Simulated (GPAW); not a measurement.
The system is Ta4O.

```xyz
5
Lattice="3.2575 0.0000 0.0000 0.0000 3.2575 0.0000 0.0000 0.0000 7.4093" Properties=species:S:1:pos:R:3 pbc="T T T"
Ta    0.0000    0.0000    0.0000
Ta    1.6287    1.6287    1.6067
Ta    1.6287    1.6287    5.8027
Ta    0.0000    0.0000    3.7047
O     1.6287    1.6287    3.7047
```

The cell comes from a database or a generator and needn't be the stable form of this composition.

Base run:

* Program: GPAW 26.7.0
* Functional: PBE
* Potentials or basis: GPAW PAW data sets (gpaw-data 1.2.1)
* Cutoff: 800 eV
* Basis: pw
* k mesh: 6 × 6 × 3
* Occupations: fermi-dirac, width 0.05 eV
* Spin: no spin polarisation

Its results: pressure -0.6 GPa; largest force 0.089 eV/Å.

Problem. The run is repeated on the same cell with these changes: functional from PBE to r2SCAN. What comes out?

Solution. Pressure -3.6 GPa; largest force 0.323 eV/Å.

Caveats: the PAW data sets were made with another functional, which shifts forces and pressure a little (some runs).

Not every run made on this cell is shown here.
